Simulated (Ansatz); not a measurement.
# AlBH8Si2: one species, many methods

One table from this session's results is given with a row withheld; the runs are named, their logs left out.

Method: functionals in def2-TZVPP, the program's frozen cores in correlated methods; program: Ansatz 0.2.0, Gaussian basis.

Plan: PBE-D4, r2SCAN-D4, PBE0-D4, B3LYP-D4, ωB97X-V, ωB97M-V, B2PLYP; CCSD(T)/def2-TZVPP; MP2/def2-QZVPP; extrapolation to the limit.

## The relaxed structure

All runs share one geometry, relaxed beforehand with PBE0-D4 in a triple-zeta def2 set.

12 atoms, charge 0, spin multiplicity 1.

Atoms are counted from 1 here; the program's logs count them from 0.

Bond lengths: B1–Si2 1.859 Å, B1–Al3 2.180 Å, B1–H5 1.243 Å, B1–H6 1.191 Å, Si2–Al3 2.723 Å, Si2–H7 1.485 Å, Si2–H8 1.483 Å, Al3–Si4 2.452 Å, Al3–H9 1.586 Å, Si4–H10 1.493 Å, Si4–H11 1.491 Å, Si4–H12 1.491 Å. Angles: Si2–B1–Al3 84.4°, Si2–B1–H5 118.4°, Si2–B1–H6 124.2°, Al3–B1–H5 64.0°, Al3–B1–H6 113.3°, H5–B1–H6 116.8°, B1–Si2–Al3 52.8°, B1–Si2–H7 125.8°, B1–Si2–H8 122.8°, Al3–Si2–H7 93.3°, Al3–Si2–H8 123.8°, H7–Si2–H8 111.1°, B1–Al3–Si2 42.8°, B1–Al3–Si4 123.7°, B1–Al3–H9 110.0°, Si2–Al3–Si4 97.4°, Si2–Al3–H9 136.9°, Si4–Al3–H9 123.3° and more.

Set-up of the first run:

Input file in.yaml:

```yaml
crystal:
  periodic: [false, false, false]
  atoms:
    - {symbol: B, position_ang: [-0.927427, 1.755823, -0.209554]}
    - {symbol: Si, position_ang: [-1.939360, 0.196563, -0.245837]}
    - {symbol: Al, position_ang: [0.738888, 0.431379, -0.678566]}
    - {symbol: Si, position_ang: [1.453502, -1.417544, 0.764771]}
    - {symbol: H, position_ang: [0.045619, 1.810699, 0.561288]}
    - {symbol: H, position_ang: [-1.050848, 2.651719, -0.984610]}
    - {symbol: H, position_ang: [-1.777600, -0.964351, 0.665701]}
    - {symbol: H, position_ang: [-2.924968, -0.095656, -1.314236]}
    - {symbol: H, position_ang: [1.682559, 1.108934, -1.757687]}
    - {symbol: H, position_ang: [1.124978, -2.718541, 0.110725]}
    - {symbol: H, position_ang: [0.734918, -1.392010, 2.071116]}
    - {symbol: H, position_ang: [2.916740, -1.422215, 1.050889]}
basis:
  gaussian: {orbitals: def2-TZVPP}
hamiltonian: {xc: pbe, dispersion: d4}
output: {forces: true, orbitals: {seedname: orbitals}}
```

Started as:

```sh
$ ansatz run in.yaml --threads 4 --pin off --events-out ev --progress --plain --max-ram 10444MiB
```

Steps of the session up to this table: PBE-D4 (GGA); r2SCAN-D4 (meta-GGA); PBE0-D4 (hybrid); B3LYP-D4 (hybrid); ωB97X-V (range-separated); ωB97M-V (range-separated); B2PLYP (double hybrid); CCSD(T) in def2-TZVPP; MP2 in def2-QZVPP.

One table of the session follows, with a row left open; its other results are not shown here.

```
            method  atomisation energy (eV)
            PBE-D4                   35.085
         r2SCAN-D4                   35.521
           PBE0-D4                   35.021
          B3LYP-D4                   35.210
           ωB97X-V                   35.504
           ωB97M-V                   35.253
            B2PLYP                   34.648
     HF/def2-TZVPP                   26.817
    MP2/def2-TZVPP                   34.099
   CCSD/def2-TZVPP                   34.033
CCSD(T)/def2-TZVPP                   34.425
           MP2/CBS                   34.911
       CCSD(T)/CBS                        ?
```

Estimate the missing values for CCSD(T)/CBS.

As computed: atomisation energy (eV): 35.237. In the column «atomisation energy (eV)» it lies between B3LYP-D4 (35.210) and ωB97M-V (35.253).
